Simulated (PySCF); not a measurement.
# C3H8Ge: electronic excitations

Wanted: the electronic excitations of C3H8Ge (`C=[CH][GeH2][CH3]`), by calculation.

Programs: PySCF 2.14.0, with density-fitted response routines of our own. Each step states its level of theory. These are calculated values for one molecule in the gas phase, unless marked as measured. Atoms count from 0, in the outputs and in this text.

## Step 1: The molecule as given

12 atoms, charge 0, multiplicity 1; geometry from: GFN2-xTB.

Bonds of the start (Å): C0–C1 1.32, C1–Ge2 1.95, Ge2–C3 1.97, C0–H4 1.08, C0–H5 1.08, C1–H6 1.08, Ge2–H7 1.51, Ge2–H8 1.50, C3–H9 1.09, C3–H10 1.09, C3–H11 1.09.

## Step 2: Ultraviolet spectrum: PBE0/def2-SVPD

Job settings and geometry (Å):

```
{"job": {"kind": "uv", "xc": "PBE0", "basis": "def2-SVPD", "nstates": 8, "ntriplets": 3}, "charge": 0, "multiplicity": 1}
C     -2.237746     0.478556     0.135816
C     -1.215184    -0.317604     0.399401
Ge     0.400012    -0.437743    -0.687742
C      1.979203     0.173959     0.318311
H     -2.242069     1.114957    -0.735747
H     -3.113312     0.533778     0.766015
H     -1.250724    -0.940961     1.285397
H      0.609740    -1.864569    -1.123477
H      0.215984     0.377528    -1.938066
H      1.864462     1.215076     0.608997
H      2.883369     0.083010    -0.277072
H      2.107463    -0.416672     1.222140
```

Method: TDDFT PBE0/def2-SVPD, vertical, gas phase, core orbitals frozen in the response.

The run is started by

```console
OMP_NUM_THREADS=1 python probes_run.py task.json out
```

This one command runs all jobs of the session in turn.

What will the session give for the following? lowest singlet (PBE0/def2-SVPD); brightest single state of those computed; lowest triplet; surface potential, 1st and 99th percentile. Wanted: lowest singlet; brightest single state of those computed; lowest triplet; surface potential, 1st and 99th percentile.

**Answer**, as computed:

```
                                quantity                        value
         lowest singlet (PBE0/def2-SVPD)  6.61 eV (187 nm), f = 0.004
brightest single state of those computed  state 2, 7.10 eV, f = 0.374
                          lowest triplet                      4.36 eV
   surface potential, 1st and 99th percentile           -0.60 V and 0.76 V
```

The first singlet state (HOMO−1→LUMO 0.95) lies at 6.61 eV and is weak; of the 8 states computed, the strongest absorption comes from state 2 at 7.10 eV. The lowest triplet lies 2.26 eV below the lowest singlet (triplets in Tamm-Dancoff, singlets in full TDDFT).
